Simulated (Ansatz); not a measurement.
# CH₇AsBNSi: one species, many methods

The task here is to estimate one member of a computed series from the others.

Program: Ansatz 0.2.0, Gaussian basis. Level of theory: functionals in def2-TZVPP, the program's frozen cores in correlated methods. These are calculated values, not measurements.

The runs, in order: PBE-D4, r2SCAN-D4, PBE0-D4, B3LYP-D4, ωB97X-V, ωB97M-V, B2PLYP; CCSD(T)/def2-TZVPP; MP2/def2-QZVPP; extrapolation to the limit.

**The geometry**

An earlier PBE0-D4 in a triple-zeta def2 set relaxation fixed the geometry.

SMILES `NB1[SiH2]C1[AsH2]`, 12 atoms, charge 0, spin multiplicity 1.

Atoms are counted from 1 here; the program's logs count them from 0.

Bond lengths: N1–B2 1.378 Å, N1–H6 1.005 Å, N1–H7 1.008 Å, B2–Si3 1.941 Å, B2–C4 1.557 Å, Si3–C4 1.892 Å, Si3–H8 1.483 Å, Si3–H9 1.487 Å, C4–As5 1.968 Å, C4–H10 1.088 Å, As5–H11 1.529 Å, As5–H12 1.529 Å. Angles: B2–N1–H6 122.8°, B2–N1–H7 123.2°, H6–N1–H7 114.0°, N1–B2–Si3 156.0°, N1–B2–C4 138.8°, Si3–B2–C4 64.4°, B2–Si3–C4 47.9°, B2–Si3–H8 128.3°, B2–Si3–H9 118.6°, C4–Si3–H8 116.4°, C4–Si3–H9 116.4°, H8–Si3–H9 111.8°, B2–C4–Si3 67.7°, B2–C4–As5 107.7°, B2–C4–H10 124.1°, Si3–C4–As5 114.5°, Si3–C4–H10 126.1°, As5–C4–H10 110.2° and more.

The first run:

Input file in.yaml:

```yaml
crystal:
  periodic: [false, false, false]
  atoms:
    - {symbol: N, position_ang: [-0.582220, 2.023597, -0.475818]}
    - {symbol: B, position_ang: [-0.139914, 0.851178, 0.097836]}
    - {symbol: Si, position_ang: [0.090425, -0.451069, 1.518054]}
    - {symbol: C, position_ang: [0.919399, -0.257616, -0.171541]}
    - {symbol: As, position_ang: [0.204232, -1.443340, -1.570651]}
    - {symbol: H, position_ang: [-1.314190, 2.583938, -0.074528]}
    - {symbol: H, position_ang: [-0.204745, 2.394233, -1.333588]}
    - {symbol: H, position_ang: [-0.662650, -1.708139, 1.743857]}
    - {symbol: H, position_ang: [0.909045, -0.077079, 2.701441]}
    - {symbol: H, position_ang: [1.974644, -0.061796, -0.348689]}
    - {symbol: H, position_ang: [-1.267553, -1.158054, -1.272294]}
    - {symbol: H, position_ang: [0.150628, -2.751153, -0.780175]}
basis:
  gaussian: {orbitals: def2-TZVPP}
hamiltonian: {xc: pbe, dispersion: d4}
output: {forces: true, orbitals: {seedname: orbitals}}
```

Command:

```console
$ ansatz run in.yaml --threads 4 --pin off --events-out ev --progress --plain --max-ram 10444MiB
```

Steps of the session up to this table: PBE-D4 (GGA); r2SCAN-D4 (meta-GGA); PBE0-D4 (hybrid); B3LYP-D4 (hybrid); ωB97X-V (range-separated); ωB97M-V (range-separated); B2PLYP (double hybrid); CCSD(T) in def2-TZVPP; MP2 in def2-QZVPP.

One of the session's tables, all rows but one given; the rest of the session is left out.

| method | atomisation energy (kJ/mol) |
| --- | --- |
| PBE-D4 | 4098.3 |
| r2SCAN-D4 | 4029.8 |
| PBE0-D4 | 4028.7 |
| B3LYP-D4 | 4032.2 |
| ωB97X-V | 4047.3 |
| ωB97M-V | 4028.0 |
| B2PLYP | 3963.4 |
| HF/def2-TZVPP | 2814.1 |
| MP2/def2-TZVPP | 3918.4 |
| CCSD/def2-TZVPP | 3818.3 |
| CCSD(T)/def2-TZVPP | 3885.8 |
| MP2/CBS | 4028.9 |
| CCSD(T)/CBS | ? |

Q: Estimate the row for CCSD(T)/CBS from the others.

**Answer.** atomisation energy (kJ/mol): 3996.3. In the column «atomisation energy (kJ/mol)» it lies between B2PLYP (3963.4) and ωB97M-V (4028.0).

Caveats from the session: Free atoms (1 N, 1 B, 1 Si, 1 C, 1 As, 7 H) were run apart at each level; the atomisation energy is their sum less the molecule, without zero-point or spin-orbit terms.
